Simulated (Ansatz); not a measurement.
# Mg2Te3O: the cost of one run

Program: Ansatz 0.2.0. Level of theory: DFT PBE, scalar-relativistic, plane waves, PAW. These are calculated values, not measurements.

### 1 The system as given

Symmetry: Cmmm, No. 65, orthorhombic system. The conventional cell has a = 6.234 Å, b = 9.962 Å, c = 5.070 Å, α = 90.00°, β = 90.00°, γ = 90.00°. Mg (site symmetry 2mm) is surrounded by 1 O at 1.53 Å. Te (site symmetry m2m) is surrounded by 1 O at 2.36 Å and 4 Mg at 2.81 to 3.07 Å. Te (site symmetry mmm) is surrounded by 2 O at 2.53 Å and 4 Mg at 2.96 Å. O (site symmetry mmm) is surrounded by 2 Mg at 1.53 Å.

Coordinates:

```
CELL_PARAMETERS angstrom
3.11708 -4.98122 0.00000
3.11708 4.98122 0.00000
0.00000 0.00000 5.06980
ATOMIC_POSITIONS crystal
Mg 0.75494 0.75494 0.50000
Mg 0.24506 0.24506 0.50000
Te 0.76340 0.23660 0.50000
Te 0.23660 0.76340 0.50000
Te 0.00000 0.00000 0.00000
O 0.00000 0.00000 0.50000
```

The cell is invented: random cell by space group and Wyckoff sites (Cmmm, No. 65). Lengths come from tabulated atomic sizes and are only a guess.

### 2 A first look at the guess

Contents of input.yaml:

```yaml
crystal:
  lattice:
    - [3.11707979, -4.98121638, 0.0]
    - [3.11707979, 4.98121638, 0.0]
    - [0.0, 0.0, 5.06980176]
  atoms:
    - { symbol: Mg, position: [0.75493556, 0.75493556, 0.5] }
    - { symbol: Mg, position: [0.24506444, 0.24506444, 0.5] }
    - { symbol: Te, position: [0.7634017, 0.2365983, 0.5] }
    - { symbol: Te, position: [0.2365983, 0.7634017, 0.5] }
    - { symbol: Te, position: [0.0, 0.0, 0.0] }
    - { symbol: O, position: [0.0, 0.0, 0.5] }
basis:
  ecutwfc: 420
kpoints:
  mp_grid: { grid: [4, 4, 4] }
hamiltonian:
  xc: pbe
scf:
  occupations: { method: gaussian, width: 0.1 }
  lower_state_search: "off"
output:
  forces: true
  stress: true
  eigenvalues: true
```

Command:

```
$ ansatz run input.yaml --threads 1 --pin off --max-ram 2560MiB --backend cpu --events-out ev --progress --plain --runs-dir out
```

What time and memory should one allow on 1 thread of AMD EPYC (Zen 3), shared host?

About 16 s, with a peak of 0.47 GiB.
